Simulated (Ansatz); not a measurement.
Which YAML input does this script hand to the engine? (Ansatz 0.2.0 through its Python package)

Script `c3h7fge.py`:
```python
import ansatz
from ase import Atoms

BASIS = 'cc-pVDZ'
XC = 'PBE0'

atoms = Atoms(['C', 'C', 'Ge', 'C', 'F', 'H', 'H', 'H', 'H', 'H', 'H', 'H'], positions=[
    (-0.5414, 0.8368, 1.731),
    (-0.9249, 0.974, 0.4314),
    (0.2597, 0.3946, -0.9547),
    (0.7438, -1.49, -0.7153),
    (-0.5052, -2.2259, -0.8179),
    (-1.2833, 1.23, 2.4835),
    (0.3973, 0.4753, 2.0209),
    (-1.8462, 1.4044, 0.1418),
    (-0.3471, 0.6428, -2.2892),
    (1.6153, 1.1988, -0.814),
    (1.3586, -1.8361, -1.4838),
    (1.1503, -1.6596, 0.3002),
])
geometry = ansatz.Crystal.molecule_from_ase(atoms)

base = (
    geometry.calculation()
    .basis(gaussian=BASIS)
    .functional(XC)
    .accuracy('medium')
    .scf(lower_state_search='standard')
)
trace = []
done = base.session().plan().execute(on_event=trace.append)
r = done.report
for event in trace:
    if event['event'] == 'mean_field_evaluation' and event['data']['evaluation'] <= 25:
        print('pass {evaluation:3d}  E = {energy_ev:.6f} eV  gradient {gradient_ev:.1e}'.format(**event['data']))

for key in ('converged', 'free_energy_ev', 'reference_energy_ev', 'n_frozen', 'n_occupied', 'n_virtual'):
    print(f'{key:22s} {r[key]}')

state = r['mean_field']['state']
print(f'mean field: {state["energy"]["hartree"]:.7f} Ha, <S^2> = {abs(state["spin_squared"]):.4f}, stability: {state.get("stability", {}).get("kind")}')
```

Running `python c3h7fge.py` prints:
```text
pass   1  E = -62439.339512 eV  gradient 4.4e+01
pass   2  E = -62438.677689 eV  gradient 4.6e+01
pass   3  E = -62444.046804 eV  gradient 3.2e+00
pass   4  E = -62444.066224 eV  gradient 1.9e+00
pass   5  E = -62444.073150 eV  gradient 6.8e-01
pass   6  E = -62444.073020 eV  gradient 6.8e-01
pass   7  E = -62444.218361 eV  gradient 9.5e-01
pass   8  E = -62444.220509 eV  gradient 1.2e-01
pass   9  E = -62444.220518 eV  gradient 1.2e-01
pass  10  E = -62444.220545 eV  gradient 2.0e-02
pass  11  E = -62444.220549 eV  gradient 2.0e-02
pass  12  E = -62444.220549 eV  gradient 8.6e-03
pass  13  E = -62444.220550 eV  gradient 1.0e-03
pass  14  E = -62444.220550 eV  gradient 1.8e-04
pass  15  E = -62444.220550 eV  gradient 1.8e-04
pass  16  E = -62444.220550 eV  gradient 4.2e-05
pass  17  E = -62444.220550 eV  gradient 4.2e-05
converged              True
free_energy_ev         -62444.2205769601
reference_energy_ev    -62444.2205769601
n_frozen               0
n_occupied             [33, 33]
n_virtual              [85, 85]
mean field: -2294.7827800 Ha, <S^2> = 0.0000, stability: minimum
```

`input.yaml`:
```yaml
crystal:
  periodic: [false, false, false]
  atoms:
    - { symbol: C, position_ang: [-0.5414, 0.8368, 1.731] }
    - { symbol: C, position_ang: [-0.9249, 0.974, 0.4314] }
    - { symbol: Ge, position_ang: [0.2597, 0.3946, -0.9547] }
    - { symbol: C, position_ang: [0.7438, -1.49, -0.7153] }
    - { symbol: F, position_ang: [-0.5052, -2.2259, -0.8179] }
    - { symbol: H, position_ang: [-1.2833, 1.23, 2.4835] }
    - { symbol: H, position_ang: [0.3973, 0.4753, 2.0209] }
    - { symbol: H, position_ang: [-1.8462, 1.4044, 0.1418] }
    - { symbol: H, position_ang: [-0.3471, 0.6428, -2.2892] }
    - { symbol: H, position_ang: [1.6153, 1.1988, -0.814] }
    - { symbol: H, position_ang: [1.3586, -1.8361, -1.4838] }
    - { symbol: H, position_ang: [1.1503, -1.6596, 0.3002] }
accuracy: medium
basis:
  gaussian: { orbitals: cc-pVDZ }
hamiltonian:
  xc: pbe0
scf:
  lower_state_search: standard
```

Launched from the shell:
```console
$ ansatz run input.yaml --threads 1 --pin off --max-ram 4096MiB --backend cpu --events-out ev --progress --plain --runs-dir out
Engine: ansatz 0.2.0, aarch64-unknown-linux-gnu
Functional definition: PBE0
  parameter a = 0.25
  parameter kappa = 0.804
  parameter beta = 0.06672455060314922
  exchange = (1 - a)*pbe_x(kappa = kappa, mu = beta*pi^2/3) + a*exact_x
  correlation = pbe_c(beta = beta)
1151 factors; integrals over basis functions are off by at most 1.0e-3 eV
mean field evaluation 1: about -62439.3395 eV, gradient 4.4e1 eV
mean field evaluation 2: about -62438.6777 eV, gradient 4.6e1 eV
mean field evaluation 4: about -62444.0662 eV, gradient 1.9e0 eV
mean field evaluation 8: about -62444.2205 eV, gradient 1.2e-1 eV
mean field evaluation 16: about -62444.2205 eV, gradient 4.2e-5 eV
mean field -62444.22054966 eV, -2294.7827789870 hartree, gradient 4.2e-5 eV, S^2 0.000000; 0 other end points of the search recorded, 0 dependent functions left out
reference -62444.22057696 eV, -2294.7827799904 hartree; 33, 33 occupied and 85, 85 virtual orbitals, 1151 factors
Total energy: -62444.22057696 eV, -2294.7827799904 hartree
```

Caveats:
- These settings explore the input space; basis and method may be short of convergence.
- The geometry is a force-field or estimated start, not a minimum of this method, and the basis set is short of its limit.
- Early passes use coarser integrals and grids, so their energies can't be compared with the last.
- Wall time of the script: 5.4 s on 1 thread of Arm Neoverse V2, with other jobs on the host, peak memory 0.34 GiB.

(Lines on the test bed's own set-up are left out of the output.)
